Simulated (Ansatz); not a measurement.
**Mg2SO: the band gap up the ladder of functionals**

An exercise on one series of results from a longer session: the logs are not shown, and one member is left open.

Code: Ansatz 0.2.0. PAW datasets, plane waves. All values are calculated for a non-magnetic cell, which may be hypothetical.

## The cell

The cell was relaxed beforehand with r2SCAN.

The symmetry is P4/mmm (No. 123, tetragonal); a = 3.408 Å, c = 4.761 Å in the conventional setting, 13.83 Å³ an atom. Around O lie 6 Mg at 2.38–2.41 Å; around Mg lie 2 O at 2.38 Å and 4 S at 2.41 Å; around S lie 6 Mg at 2.38–2.41 Å; around Mg lie 2 S at 2.38 Å and 4 O at 2.41 Å.

As a file:

```
CELL_PARAMETERS angstrom
3.40839 0.00000 0.00000
0.00000 3.40839 0.00000
0.00000 0.00000 4.76112
ATOMIC_POSITIONS crystal
O 0.00000 0.00000 0.00000
Mg 0.00000 0.00000 0.50000
S 0.50000 0.50000 0.50000
Mg 0.50000 0.50000 0.00000
```

Set-up of the first run:

input.yaml reads:

```yaml
crystal:
  lattice:
    - [3.4083939438, 0.0, 0.0]
    - [0.0, 3.4083939438, 0.0]
    - [0.0, 0.0, 4.7611186781]
  atoms:
    - { symbol: O, position: [0.0, 0.0, 0.0] }
    - { symbol: Mg, position: [0.0, 0.0, 0.5] }
    - { symbol: S, position: [0.5, 0.5, 0.5] }
    - { symbol: Mg, position: [0.5, 0.5, 0.0] }
kpoints:
  mp_grid: { grid: [8, 8, 6] }
  band_path:
    path:
      - [[0.0, 0.0, 0.0], [0.0, 0.5, 0.0], [0.5, 0.5, 0.0], [0.0, 0.0, 0.0], [0.0, 0.0, 0.5], [0.0, 0.5, 0.5], [0.5, 0.5, 0.5], [0.0, 0.0, 0.5]]
      - [[0.0, 0.5, 0.0], [0.0, 0.5, 0.5]]
      - [[0.5, 0.5, 0.0], [0.5, 0.5, 0.5]]
    npoints: 10
hamiltonian:
  xc: pbe
scf:
  occupations: { method: fermi_dirac, width: 0.02 }
  n_extra_bands: 5
output:
  forces: true
  stress: true
  eigenvalues: true
```

Steps of the session up to this table: PBE bands along the symmetry lines; r2SCAN at the same geometry; HSE06; One-shot GW from PBE; PBE0.

One of the session's tables, all rows but one given; the rest of the session is left out.

```
                     level  gap (eV)
                       PBE      3.19
                    r2SCAN         ?
                     HSE06      4.51
G0W0@PBE (165 empty bands)      4.58
                      PBE0      5.23
```

Estimate the missing values for r2SCAN.

**Answer.** gap (eV): 3.98. In the column «gap (eV)» it lies between PBE (3.19) and HSE06 (4.51).

Meshes: PBE 8×8×6, r2SCAN 8×8×6, HSE06 6×6×4, PBE0 6×6×4

The gap runs from 3.19 eV (PBE) to 5.23 eV (PBE0). Against G0W0@PBE, PBE is short by 1.39 eV, at 70 % of it, and r2SCAN 87 %. PBE0 lies 0.72 eV above HSE06, which differs from it by screening the long-range exchange. G0W0 here is at a finite number of bands, screening cutoff and k mesh, not at the basis limit.

Caveats from the session: Warnings in the runs' records: stress scf threshold loose, stress exchange threshold loose.
